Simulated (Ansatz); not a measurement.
# AlBrF2K: the cost of one run

Method: RKS SPW92 (LDA)/def2-SVP; program: Ansatz 0.2.0.

## Step 1: Starting geometry

4 atoms, charge 0, spin multiplicity 1.

Atoms are counted from 1 here; the program's logs count them from 0.

Bond lengths: F1–Al2 1.663 Å, Al2–F3 1.663 Å, Al2–Br4 2.232 Å. Angles: F1–Al2–F3 119.0°, F1–Al2–Br4 120.5°, F3–Al2–Br4 120.5°.

Coordinates:

```
atom    x (Å)    y (Å)    z (Å)
  F1   1.1223   0.6223   1.1698
 Al2   0.1058  -0.0892   0.0623
  F3   0.2266  -1.7257  -0.2085
 Br4  -1.3991   1.1322  -1.0438
```

## Step 4: Plan of the scan

The probe is moved over the molecule's main plane (x and y are the axes of that plane, centred on the molecule).

The axes are (1) x of the probe's K atom: 19 values from −5.4 Å; (2) y of the probe's K atom: 17 values from −4.8 Å.

Nothing else is relaxed (molecule and probe rigid). Energies count from molecule and probe far apart, each relaxed in its own basis (no counterpoise correction). Points are written as (first, second).

The probe K+ moves over a plane: the molecule's main plane. The molecule is turned into the frame of its main axes, as the inputs below show.

(The set-up runs are not shown.)

## Step 5: Grid point (1.8 Å, −3.6 Å)

Contents of input.yaml:

```yaml
crystal:
  periodic: [false, false, false]
  atoms:
    - { symbol: F, position_ang: [0.972461, 1.412477, -1.5e-05] }
    - { symbol: Al, position_ang: [0.129902, 0.0, 4.1e-05] }
    - { symbol: F, position_ang: [0.972465, -1.412475, -1.5e-05] }
    - { symbol: Br, position_ang: [-2.074828, -2.0e-06, -1.1e-05] }
    - { symbol: K, position_ang: [1.8, -3.6, 0.0] }
total_charge: 1
basis:
  gaussian: { orbitals: def2-SVP }
hamiltonian:
  xc: lda
output:
  forces: true
```

On the command line:

```
$ ansatz run input.yaml --threads 1 --pin off --max-ram 2560MiB --backend cpu --events-out ev --progress --plain --runs-dir out
```

What time and memory should one allow on 1 thread of Arm Neoverse V2, shared host?

About 2.5 s, with a peak of 0.14 GiB.
